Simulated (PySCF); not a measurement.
# [Tm(H2CO)]3+: other functionals and bases at one geometry

An exercise on one series of results from a longer session: the logs are not shown, and one member is left open.

The runs use PySCF 2.14.0; several levels, as the steps say, no spin–orbit coupling.

1 further run of the same task is left out (for a known fault of the program).

## Where the work starts

5 atoms, charge 3, spin multiplicity 1.

Bond lengths: Tm1–O2 2.027 Å, O2–C3 1.271 Å, C3–H4 1.114 Å, C3–H5 1.114 Å. Angles: Tm1–O2–C3 180.0°, O2–C3–H4 119.1°, O2–C3–H5 119.1°, H4–C3–H5 121.8°.

As a file:

| atom | x (Å) | y (Å) | z (Å) |
| --- | --- | --- | --- |
| Tm1 | 0.0000 | 0.0000 | -0.1643 |
| O2 | 0.0000 | 0.0000 | 1.8626 |
| C3 | 0.0000 | 0.0000 | 3.1337 |
| H4 | 0.9733 | 0.0000 | 3.6756 |
| H5 | -0.9733 | 0.0000 | 3.6756 |

Formal oxidation states: Tm +3. Each metal's 12 4f electrons lie in its core potential, so multiplicities, spins and levels count the valence alone. An earlier session relaxed this geometry at PBE0, Tm lcecp-1-SVP with ECP58, O def2-SVP, C def2-SVP, H def2-SVP (singlet, point group C2v).

At PBE0 on the finer grid: E = -151.787868 Eh, HOMO -25.56 eV, LUMO -19.65 eV, Mulliken charge on Tm1 +2.43 e, largest force component 0.002 eV/Å. 

Levels to run: TPSS; CAM-B3LYP; PBE0, TZVP. Hardware: 2 threads of Arm Neoverse N1, shared host.

The first run:

Contents of run.py (the lines that set the calculation):

```python
mol = gto.M(atom='''
Tm     0.00000     0.00000    -0.16431
O      0.00000     0.00000     1.86256
C      0.00000     0.00000     3.13367
H      0.97332     0.00000     3.67561
H     -0.97332     0.00000     3.67561''',
    basis={'Tm': 'lcecp-1-SVP', 'O': 'def2-SVP', 'C': 'def2-SVP', 'H': 'def2-SVP'},
    ecp={'Tm': 'lcecp-1-SVP'},
    charge=3, spin=0)
mf = dft.RKS(mol, xc='TPSS')
mf.grids.atom_grid = (75, 302)  # f atoms: unpruned, at least (60, 302)
mf = mf.density_fit()  # fitting sets: Tm AutoAux, O def2-universal-JKFIT, C def2-universal-JKFIT, H def2-universal-JKFIT
mf.conv_tol = 1e-08; mf.max_cycle = 55
mf.kernel(dm0)  # dm0: the density of the relaxed state
```

Run with:

```bash
$ OMP_NUM_THREADS=2 python run.py
```

Among the steps run: TPSS; CAM-B3LYP; PBE0, TZVP.

One of the session's tables, all rows but one given; the rest of the session is left out.

| level | HOMO (eV) | gap (eV) | charge on Tm1 (e) | dipole (D) | largest force component (eV/Å) |
| --- | --- | --- | --- | --- | --- |
| PBE0 (relaxed here) | -25.56 | 5.91 | 2.43 | 5.33 | 0.00 |
| TPSS | -24.33 | 3.78 | 2.38 | 5.62 | 0.79 |
| CAM-B3LYP | -26.94 | 8.11 | 2.42 | 5.19 | 0.15 |
| PBE0, TZVP | ? | ? | ? | ? | ? |

**Question.** Estimate the row for PBE0, TZVP.

The run gave: HOMO (eV): -25.52; gap (eV): 5.94; charge on Tm1 (e): 2.52; dipole (D): 5.39; largest force component (eV/Å): 0.42. In the column «HOMO (eV)» it lies between PBE0 (relaxed here) (-25.56) and TPSS (-24.33).

The dipole of a charged species depends on the origin, so these sizes hold for this origin alone.

In one basis the HOMO–LUMO gap runs from 3.78 eV (TPSS) to 8.11 eV (CAM-B3LYP). The largest leftover force, 0.79 eV/Å with TPSS, stands at a geometry relaxed at another level. With 4f in the core, its levels are missing from HOMO and gap, and its count is fixed, so no charge can pass from the ligands into it. Total energies of different levels can't be compared.
